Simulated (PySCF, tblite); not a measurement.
# C5H8FS radical: geometry, infrared bands and EPR parameters

Aim: predict the infrared bands and EPR parameters of C5H8FS radical (`C[CH]C[C@@]1(F)CS1`).

The runs use tblite 0.8.0 and PySCF 2.14.0, with density-fitted response routines of our own; the level of theory stands in each step. All values are computed, except where a source is named. Atoms are numbered from 0 throughout.

## (1) The molecule as given

15 atoms, charge 0, multiplicity 2; geometry from: force field or distance geometry start.

Bonds of the start (Å): C0–C1 1.47, C1–C2 1.51, C2–C3 1.51, C3–F4 1.38, C3–C5 1.50, C5–S6 1.73, S6–C3 1.73, C0–H7 1.10, C0–H8 1.09, C0–H9 1.11, C1–H10 1.09, C2–H11 1.09, C2–H12 1.09, C5–H13 1.09, C5–H14 1.08.

## (2) Relaxing the molecule with GFN2-xTB

The job: settings as JSON, then the geometry in Å.

```
{"job": {"kind": "relax", "xc": "GFN2-xTB", "basis": "xTB"}, "charge": 0, "multiplicity": 2}
C     -2.031700     0.592100    -0.019200
C     -1.131500    -0.451400     0.496300
C      0.016600    -0.964300    -0.332900
C      1.089800     0.058300    -0.614700
F      0.709900     1.141700    -1.375500
C      2.118100     0.341300     0.440000
S      2.686000    -0.545000    -0.926800
H     -1.589600     1.590600     0.114000
H     -2.251400     0.432700    -1.077600
H     -2.992800     0.569900     0.531100
H     -1.204800    -0.764500     1.541600
H      0.410700    -1.854000     0.163100
H     -0.401300    -1.306800    -1.285100
H      2.485200     1.359500     0.519600
H      2.082300    -0.191900     1.379700
```

Run with:

```sh
> OMP_NUM_THREADS=1 python probes_run.py task.json out
```

One launch serves the whole session: the jobs run in the order shown.

**Question.** This job is followed by: GFN2-xTB harmonic vibrations, gas phase; UKS B3LYP, pcH-1 on C F H S, non-relativistic, mean-field spin-orbit, GIAO. Predict these results of the whole session: strongest single infrared mode (GFN2-xTB); zero-point energy (GFN2-xTB); g(iso) (B3LYP); ⟨S²⟩; largest a(iso) (averaged by class); potential on the surface of density 0.002 e/bohr³, 1st and 99th percentile.

As calculated:

| quantity | value |
| --- | --- |
| strongest single infrared mode (GFN2-xTB) | 691 cm⁻¹, 83 km/mol |
| zero-point energy (GFN2-xTB) | 71.8 kcal/mol |
| g(iso) (B3LYP) | 2.00262 |
| ⟨S²⟩ | 0.754 (exact 0.75) |
| largest a(iso) (averaged by class) | 13C on C3, 117.2 MHz |
| potential on the surface of density 0.002 e/bohr³, 1st and 99th percentile | -1.01 V and 1.09 V |

Over 87 steps the energy fell by 0.252 eV; of the close pairs, C5–S6 changed most, 1.725 to 1.810 Å. No mode is imaginary among the 39: a minimum at this level. The strongest single mode, at 691 cm⁻¹, moves mainly C3. Unscaled tight-binding wavenumbers are off by several per cent, some by more. Its intensities can rank the bands wrongly. Most of the unpaired spin sits on C1 (1.01 e). The isotropic g lies 0.3 ppt above the free-electron value. These values are for one conformer; the search (at its own cheap level) found 2 more, at 0.08, 1.14 kcal/mol, and measured spectra average over such forms.
